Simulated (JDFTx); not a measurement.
# SiOInH5 in JDFTx: single point with PBE+D3(BJ)

Aim: the single point of SiOInH5 with PBE+D3(BJ).

Program: JDFTx 1.7.0 (patched build). These are calculated values, not measurements. Logs are shortened: lines on timing, memory, paths and dates and some standing lists are left out, and cuts for length are marked. The log counts tension as positive stress, the text compression.

**1. The structure**

The cell holds a molecule in a box, 8 atoms: a = 14.000 Å, b = 14.000 Å, c = 12.000 Å, α = 90.00°, β = 90.00°, γ = 90.00°.

**2. Single point, PBE+D3(BJ)**

InSiH5O.in

```
lattice \
   26.4561657448     0.0000000000     0.0000000000 \
    0.0000000000    26.4561657448     0.0000000000 \
    0.0000000000     0.0000000000    22.6767134955
coords-type Cartesian
ion Si    11.0226781120    15.7412297211    11.3635845915 1
ion O     13.5539662182    14.2681882448    12.2681965630 1
ion In    14.5842447123    10.7920369629    13.2841133276 1
ion H      8.7878879592    14.0142090536    11.2467995170 1
ion H     11.3771907330    16.8523886824     8.7997932338 1
ion H     10.3939661170    17.8310776534    13.1440846217 1
ion H     17.7174108537    10.7292980178    14.0054217137 1
ion H     12.1277897229     8.7044565886    13.2003983847 1

ion-species pseudo/Si.upf
ion-species pseudo/O.upf
ion-species pseudo/In.upf
ion-species pseudo/H.upf
elec-cutoff 42
elec-ex-corr gga-PBE
van-der-waals D3BJ
kpoint-folding 1 1 1
elec-n-bands 14
electronic-minimize nIterations 100 energyDiffThreshold 1e-07
coulomb-interaction Isolated
coulomb-truncation-embed 13.252649 13.267767 11.402607
core-overlap-check none
forces-output-coords Cartesian

dump-name run.$VAR
dump End Ecomponents EigStats BandEigs Kpoints Forces Dipole ElecDensity Dtot KEdensity
```

Potentials or basis: PseudoDojo-SR-PBE-0.5-standard with smoothed tails.

Run with:

```bash
$ jdftx -c 1 -i InSiH5O.in -o InSiH5O.out
```

The log of the run:

```text
*************** JDFTx 1.7.0 (patched build) ***************

Input parsed successfully to the following command list (including defaults):
[... the input with its defaults ...]

---------- Setting up symmetries ----------

Found 16 point-group symmetries of the bravais lattice
Found 1 space-group symmetries with basis
Applied RMS atom displacement 0 bohrs to make symmetries exact.

---------- Initializing the Grid ----------
R =
[      26.4562            0            0  ]
[            0      26.4562            0  ]
[            0            0      22.6767  ]
unit cell volume = 15872.1
G =
[   0.237494          0          0  ]
[          0   0.237494          0  ]
[          0          0   0.277077  ]
Minimum fftbox size, Smin = [  156  156  136  ]
Chosen fftbox size, S = [  160  160  140  ]

---------- Exchange Correlation functional ----------
Initalized PBE GGA exchange.
Initalized PBE GGA correlation.

---------- Setting up pseudopotentials ----------
Width of ionic core gaussian charges (only for fluid interactions / plotting) set to 0

Reading pseudopotential file 'pseudo/Si.upf':
  'Si' pseudopotential, 'PBE' functional
  Generated using ONCVPSP code by D. R. Hamann
  4 valence electrons, 2 orbitals, 6 projectors, 1001 radial grid points, with lMax = 2
    3S    l: 0   occupation:  2.0   eigenvalue: -0.397365
    3P    l: 1   occupation:  2.0   eigenvalue: -0.149981
  Core radius for overlap checks: 1.86 bohrs.

Reading pseudopotential file 'pseudo/O.upf':
  'O' pseudopotential, 'PBE' functional
  Generated using ONCVPSP code by D. R. Hamann
  6 valence electrons, 2 orbitals, 5 projectors, 936 radial grid points, with lMax = 2
    2S    l: 0   occupation:  2.0   eigenvalue: -0.880572
    2P    l: 1   occupation:  4.0   eigenvalue: -0.331869
  Core radius for overlap checks: 1.39 bohrs.

Reading pseudopotential file 'pseudo/In.upf':
  'In' pseudopotential, 'PBE' functional
  Generated using ONCVPSP code by D. R. Hamann
  13 valence electrons, 3 orbitals, 6 projectors, 1001 radial grid points, with lMax = 2
    4D    l: 2   occupation: 10.0   eigenvalue: -0.684392
    5S    l: 0   occupation:  2.0   eigenvalue: -0.301765
    5P    l: 1   occupation:  1.0   eigenvalue: -0.092561
  Core radius for overlap checks: 2.17 bohrs.

Reading pseudopotential file 'pseudo/H.upf':
  'H' pseudopotential, 'PBE' functional
  Generated using ONCVPSP code by D. R. Hamann
  1 valence electrons, 1 orbitals, 3 projectors, 1001 radial grid points, with lMax = 1
    1S    l: 0   occupation:  1.0   eigenvalue: -0.238602
  Core radius for overlap checks: 0.96 bohrs.

Initialized 4 species with 8 total atoms.

Folded 1 k-points by 1x1x1 to 1 k-points.

---------- Setting up k-points, bands, fillings ----------
No reducable k-points.
Computing the number of bands and number of electrons
Calculating initial fillings.
nElectrons:  28.000000   nBands: 14   nStates: 1

----- Setting up reduced wavefunction bases (one per k-point) -----
average nbasis = 206287.000 , ideal nbasis = 206348.754

---------- Setting up coulomb interaction ----------
Setting up double-sized grid for truncated Coulomb potentials:
R =
[      52.9123            0            0  ]
[            0      52.9123            0  ]
[            0            0      45.3534  ]
unit cell volume = 126977
G =
[   0.118747          0          0  ]
[          0   0.118747          0  ]
[          0          0   0.138538  ]
Chosen fftbox size, S = [  320  320  280  ]
Integer grid location selected as the embedding center:
   Grid: [  80  80  70  ]
   Lattice: [  0.500929  0.5015  0.502833  ]
   Cartesian: [  13.2526  13.2678  11.4026  ]
Constructing Wigner-Seitz cell: 6 faces (6 quadrilaterals, 0 hexagons)
Range-separation parameter for embedded mesh potentials due to point charges: 0.512995 bohrs.
Constructing Wigner-Seitz cell: 6 faces (6 quadrilaterals, 0 hexagons)
Gaussian width for range separation: 2.38943 bohrs.
FFT grid for long-range part: [ 320 320 280 ].
Planning fourier transform ... Done.
Computing truncated long-range part in real space ... Done.
Adding short-range part in reciprocal space ... Done.

Initializing DFT-D3(BJ) calculator:
	Parameters set for gga-PBE functional
	s6:  1.000  s8:  0.787
	a1:  0.429  a2:  4.441
	Per-atom parameters loaded for:
	Si:  sqrtQ[a0]:  4.883  Rcov[a0]:  1.965  CN: [ 0.00 0.95 1.94 2.94 3.87 ]
	 O:  sqrtQ[a0]:  2.594  Rcov[a0]:  1.191  CN: [ 0.00 0.99 1.99 ]
	In:  sqrtQ[a0]:  7.021  Rcov[a0]:  2.419  CN: [ 0.00 0.96 1.94 2.94 ]
	 H:  sqrtQ[a0]:  2.007  Rcov[a0]:  0.605  CN: [ 0.91 0.00 ]

Computing DFT-D3 correction:
# coordination-number Si 4.107
# coordination-number O 1.987
# coordination-number In 3.158
# coordination-number H 0.969 0.970 0.970 0.983 0.982
# diagonal-C6 Si 150.11
# diagonal-C6 O 10.41
# diagonal-C6 In 311.16
# diagonal-C6 H 3.11 3.11 3.11 3.10 3.10
EvdW_6 =   -0.003049
EvdW_8 =   -0.001836

---------- Allocating electronic variables ----------
Initializing wave functions:  linear combination of atomic orbitals
Si pseudo-atom occupations:   s ( 2 )  p ( 2 )
O pseudo-atom occupations:   s ( 2 )  p ( 4 )
In pseudo-atom occupations:   s ( 2 )  p ( 1 )  d ( 10 )
H pseudo-atom occupations:   s ( 1 )
	FillingsUpdate:  mu: -0.054484367  nElectrons: 28.000000
LCAOMinimize: Iter:   0  Etot: -79.0382965921915286  |grad|_K:  3.660e-02  alpha:  1.000e+00
	FillingsUpdate:  mu: -0.083706135  nElectrons: 28.000000
LCAOMinimize: Iter:   1  Etot: -79.1045442716772413  |grad|_K:  3.122e-02  alpha:  9.641e-02  linmin: -4.112e-01  cgtest:  9.183e-01
LCAOMinimize: Encountered beta<0, resetting CG.
[... 7 lines of inner loops ...]
	FillingsUpdate:  mu: -0.171526871  nElectrons: 28.000000
LCAOMinimize: Iter:   3  Etot: -79.2211046445900564  |grad|_K:  6.655e-03  alpha:  3.092e-01  linmin: -2.842e-01  cgtest:  5.270e-01
LCAOMinimize: Encountered beta<0, resetting CG.
LCAOMinimize: None of the convergence criteria satisfied after 3 iterations.

Computing DFT-D3 correction:
# coordination-number Si 4.107
# coordination-number O 1.987
# coordination-number In 3.158
# coordination-number H 0.969 0.970 0.970 0.983 0.982
# diagonal-C6 Si 150.11
# diagonal-C6 O 10.41
# diagonal-C6 In 311.16
# diagonal-C6 H 3.11 3.11 3.11 3.10 3.10
EvdW_6 =   -0.003049
EvdW_8 =   -0.001836

-------- Electronic minimization -----------
ElecMinimize: Iter:   0  Etot: -79.221104644590127  |grad|_K:  3.857e-04  alpha:  1.000e+00
ElecMinimize: Iter:   1  Etot: -79.398940727737397  |grad|_K:  3.229e-04  alpha:  4.115e-01  linmin: -1.466e-02
ElecMinimize: Iter:   2  Etot: -79.479077291161985  |grad|_K:  1.799e-04  alpha:  2.613e-01  linmin: -1.224e-03
ElecMinimize: Iter:   3  Etot: -79.514958486046993  |grad|_K:  1.125e-04  alpha:  3.831e-01  linmin: -2.382e-03
ElecMinimize: Iter:   4  Etot: -79.529316218428505  |grad|_K:  6.917e-05  alpha:  3.920e-01  linmin: -1.763e-03
ElecMinimize: Iter:   5  Etot: -79.535530479968884  |grad|_K:  5.252e-05  alpha:  4.489e-01  linmin: -4.048e-04
ElecMinimize: Iter:   6  Etot: -79.537649818809825  |grad|_K:  3.683e-05  alpha:  2.659e-01  linmin: -3.432e-05
ElecMinimize: Iter:   7  Etot: -79.539163770353667  |grad|_K:  2.222e-05  alpha:  3.864e-01  linmin:  2.375e-04
ElecMinimize: Iter:   8  Etot: -79.539774033513453  |grad|_K:  1.577e-05  alpha:  4.281e-01  linmin:  1.538e-04
ElecMinimize: Iter:   9  Etot: -79.540023352913892  |grad|_K:  1.131e-05  alpha:  3.474e-01  linmin: -2.559e-05
ElecMinimize: Iter:  10  Etot: -79.540149767678599  |grad|_K:  8.081e-06  alpha:  3.423e-01  linmin: -1.753e-05
ElecMinimize: Iter:  11  Etot: -79.540212092903943  |grad|_K:  5.235e-06  alpha:  3.305e-01  linmin:  8.021e-06
ElecMinimize: Iter:  12  Etot: -79.540244321204000  |grad|_K:  3.761e-06  alpha:  4.071e-01  linmin: -9.700e-06
ElecMinimize: Iter:  13  Etot: -79.540259118906647  |grad|_K:  2.541e-06  alpha:  3.623e-01  linmin:  1.454e-05
ElecMinimize: Iter:  14  Etot: -79.540267295080355  |grad|_K:  1.746e-06  alpha:  4.384e-01  linmin:  3.365e-05
ElecMinimize: Iter:  15  Etot: -79.540270482007855  |grad|_K:  1.511e-06  alpha:  3.619e-01  linmin:  1.142e-06
ElecMinimize: Iter:  16  Etot: -79.540272511072942  |grad|_K:  9.555e-07  alpha:  3.078e-01  linmin: -8.493e-06
ElecMinimize: Iter:  17  Etot: -79.540273757709912  |grad|_K:  7.085e-07  alpha:  4.728e-01  linmin: -3.312e-05
ElecMinimize: Iter:  18  Etot: -79.540274404778586  |grad|_K:  5.358e-07  alpha:  4.463e-01  linmin:  3.428e-06
ElecMinimize: Iter:  19  Etot: -79.540274721224023  |grad|_K:  4.773e-07  alpha:  3.817e-01  linmin:  6.708e-06
ElecMinimize: Iter:  20  Etot: -79.540274927024996  |grad|_K:  3.016e-07  alpha:  3.128e-01  linmin: -5.569e-06
ElecMinimize: Iter:  21  Etot: -79.540275076523571  |grad|_K:  2.089e-07  alpha:  5.693e-01  linmin:  1.935e-04
ElecMinimize: Iter:  22  Etot: -79.540275146906112  |grad|_K:  1.675e-07  alpha:  5.583e-01  linmin: -3.635e-05
ElecMinimize: Iter:  23  Etot: -79.540275176602577  |grad|_K:  1.379e-07  alpha:  3.667e-01  linmin:  6.270e-05
ElecMinimize: Converged (|Delta Etot|<1.000000e-07 for 2 iters).
Setting wave functions to eigenvectors of Hamiltonian

Computing DFT-D3 correction:
# coordination-number Si 4.107
# coordination-number O 1.987
# coordination-number In 3.158
# coordination-number H 0.969 0.970 0.970 0.983 0.982
# diagonal-C6 Si 150.11
# diagonal-C6 O 10.41
# diagonal-C6 In 311.16
# diagonal-C6 H 3.11 3.11 3.11 3.10 3.10
EvdW_6 =   -0.003049
EvdW_8 =   -0.001836
WARNING: the partial cores' own exchange and correlation, taken off the total, pulls at atoms by up to 1.5e-04 Eh/a0
   and adds -0.000 GPa to the pressure: cores overlap, or the grid is coarse for them. See exc-core.

# Ionic positions in cartesian coordinates:
ion Si  11.022678111999999  15.741229721100002  11.363584591499999 1
ion O  13.553966218199999  14.268188244799999  12.268196562999998 1
ion In  14.584244712299999  10.792036962899999  13.284113327599998 1
ion H   8.787887959200001  14.014209053599998  11.246799516999998 1
ion H  11.377190733000001  16.852388682400001   8.799793233799999 1
ion H  10.393966117000000  17.831077653400001  13.144084621699998 1
ion H  17.717410853699999  10.729298017800000  14.005421713700001 1
ion H  12.127789722899999   8.704456588599999  13.200398384699996 1

# Forces in Cartesian coordinates:
force Si  -0.005334422018194   0.002247028332782  -0.001729508154561 1
force O   0.005167160282187   0.004488766192228   0.000266219112157 1
force In   0.001690610926164  -0.006524797689689   0.001855205218691 1
force H  -0.002063272474948  -0.001457694337652  -0.000136786088547 1
force H   0.000521034866774   0.000947346430945  -0.002219128109455 1
force H  -0.000352524680316   0.001823714165748   0.001644674564306 1
force H   0.003201659506112   0.000316315985052   0.000650807876717 1
force H  -0.002761267938255  -0.001995064047411  -0.000174807698317 1

# Energy components:
   Eewald =       62.3300078399403574
       EH =      130.9589885667956821
     Eloc =     -295.9079581673031498
      Enl =      -17.3595177757169061
     EvdW =       -0.0048847415245482
      Exc =      -27.4922748966974666
 Exc_core =       10.5759109628569110
       KE =       57.3594530350465703
-------------------------------------
     Etot =      -79.5402751766025773

IonicMinimize: Iter:   0  Etot: -79.540275176602577  |grad|_K:  2.687e-03
IonicMinimize: None of the convergence criteria satisfied after 0 iterations.

#--- Lowdin population analysis ---
# oxidation-state Si +0.974
# oxidation-state O -0.832
# oxidation-state In +0.897
# oxidation-state H -0.149 -0.126 -0.126 -0.144 -0.154

Dumping 'run.eigStats' ...
	eMin: -0.864003 at state 0 ( [ +0.000000 +0.000000 +0.000000 ] spin 0 )
	HOMO: -0.246418 at state 0 ( [ +0.000000 +0.000000 +0.000000 ] spin 0 )
	mu  : unavailable
	LUMO: unavailable
	eMax: -0.246418 at state 0 ( [ +0.000000 +0.000000 +0.000000 ] spin 0 )
	HOMO-LUMO gap: unavailable
	Optical gap  : unavailable
Done!
[note: without smearing the FillingsUpdate lines are those of the first guess, not of the final state]
```

Wall time 5.9 min (1 thread of Arm Neoverse V2, shared host); peak memory 1.6 GiB.

Results:

```
Free energy     : -2164.4011 eV
Loewdin charges : Si +0.97; O -0.83; In +0.90; H -0.15, -0.13, -0.14 e
```

Caveat: the cores' own exchange energy is taken off the total, which shifts forces and pressure where cores overlap.
